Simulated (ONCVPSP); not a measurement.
**An ONCV potential for Co, from input to tests**

Aim: build the potential from the settings below, then test how well it stands in for the atom: other configurations, scattering, ghost states and the plane-wave cutoff that it needs.

Method: ONCVPSP 4.0.1, LDA (Perdew-Wang 92), scalar-relativistic.

### 1 The design

The settings as typed:

* element: cobalt (Co, Z = 27)
* type: optimised norm-conserving Vanderbilt (ONCV)
* frozen core: [Ne] 3s2
* valence charge: 15
* reference configuration: 3p6 3d7.5 4s1.5
* partial waves: 4s: rc 2.50 bohr, ncon 4, nbas 7, qcut 3.1 1/bohr, 1 projector; 3p: rc 0.95 bohr, ncon 3, nbas 7, qcut 11.5 1/bohr, 1 projector; 3d: rc 1.65 bohr, ncon 4, nbas 8, qcut 8 1/bohr, 1 projector
* local potential: polynomial inside 0.65 bohr (lpopt 5, dvloc0 -1 Ha)
* core correction: not asked for

### 2 Generating the potential

Co.dat reads:

```
# ATOM AND REFERENCE CONFIGURATION
# atsym  z   nc   nv     iexc    psfile
  Co 27.00    4    3  -001012      upf
#
#   n    l    f
    1    0    2.00
    2    0    2.00
    2    1    6.00
    3    0    2.00
    3    1    6.00
    3    2    7.50
    4    0    1.50
#
# PSEUDOPOTENTIAL AND OPTIMIZATION
# lmax
    2
#
#   l,   rc,      ep,       ncon, nbas, qcut
    0    2.50    0.00    4    7    3.10
    1    0.95    0.00    3    7   11.50
    2    1.65    0.00    4    8    8.00
#
# LOCAL POTENTIAL
# lloc, lpopt,  rc(5),   dvloc0
    4    5    0.65   -1.00
#
# VANDERBILT-KLEINMAN-BYLANDER PROJECTORs
# l, nproj, debl
    0    1    1.10
    1    1    0.70
    2    1    2.50
#
# MODEL CORE CHARGE
# icmod, fcfact, rcfact
    0    0.00    0.00
#
# LOG DERIVATIVE ANALYSIS
# epsh1, epsh2, depsh
   -4.00    5.00    0.02
#
# OUTPUT GRID
# rlmax, drl
    6.00    0.01
#
# TEST CONFIGURATIONS
# ncnf
    4
# nvcnf
#   n    l    f
    3
    3    1    6.00
    3    2    7.00
    4    0    2.00
#
    3
    3    1    6.00
    3    2    7.00
    4    0    1.00
#
    3
    3    1    6.00
    3    2    7.00
    4    0    0.00
#
    3
    3    1    5.00
    3    2    7.00
    4    0    2.00
#
```

On the command line:

```bash
$ oncvpsp.x < Co.dat > Co.out
```

Before running it: what results should come out? Wanted: cutoffs for 1 and 0.1 mHa per electron, occupied waves; bound ghosts; GHOST(+) flags; largest test error; largest phase difference near zero energy, channels read.

As calculated:

| quantity | value |
| --- | --- |
| cutoffs for 1 and 0.1 mHa per electron, occupied waves | 36 Ha and 74 Ha |
| bound ghosts | s at -392.86 eV |
| GHOST(+) flags | s at 31 eV |
| largest test error (AE − PS) | -435 meV, for 3p5 3d7 4s2 |
| largest phase difference near zero energy, channels read | 0.018 rad |

It has a bound ghost (s), a state that the atom doesn't have, and that rules the file out. The worst unpolarised test, 3p5 3d7 4s2, is off by 435 meV on 74.4 eV; by total energies transferability rates as poor. That test lies far up in energy; among those under 40 eV, nearer to bonding, the largest error is 11 meV. The potential is hard: the looser tolerance needs 36 Ha. At the looser tolerance the 3p wave is the slowest; 3d needs 30 Ha. Near zero energy the phases of the channels with partial waves agree within 0.018 rad. The program also flags highly localised states, GHOST(+) (s). These are tests on the free atom; a crystal test is still owed.
